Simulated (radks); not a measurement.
# Ionisation energy and size from Zn⁴⁺ to Hg⁴⁺

An exercise on one series of results from a longer session: the logs are not shown, and one member is left open.

Method: Dirac Kohn-Sham, BLYP, spin-unpolarised, spherical densities, point nucleus; open shells fill j = l - 1/2 first. Code: radks (a radial shooting solver on a logarithmic mesh, Libxc functionals) version 1.

## What is computed

```
species : Zn⁴⁺, Cd⁴⁺, Hg⁴⁺
runs    : 6, each species and its next ion
```

The first run:

Settings of this run:

```text
Z 30
configuration [Ar] 3d8
relativity Dirac
functional b88,lyp
spin unpolarised
j_filling energy
nucleus point
c 137.035999084
```

Among the steps run: Zn⁴⁺, [Ar] 3d8.

One of the session's tables, all rows but one given; the rest of the session is left out.

It belongs to the step «Zn⁴⁺, [Ar] 3d8». From the orbitals of this run (lengths in bohr):

```
level     <r>  outermost maximum (interpolated)  90 % within  nodes
2s1/2  0.2260                             0.189        0.350      1
2p1/2  0.1959                             0.150        0.321      0
2p3/2  0.1993                             0.153        0.326      0
3s1/2  0.6720                             0.585         1.00      2
3p1/2  0.6905                             0.582         1.06      1
3p3/2  0.7002                             0.590         1.07      1
3d3/2  0.7723                             0.547         1.29      0
3d5/2       ?                                 ?            ?      ?
```

Q: Estimate the row for 3d5/2 from the others.

As computed: <r>: 0.7763; outermost maximum (interpolated): 0.550; 90 % within: 1.30; nodes: 0. In the column «<r>» it is the highest.

Caveats from the session: Spin polarisation and multiplet splitting are left out, so open shells lie too high by an amount that depends on their filling.
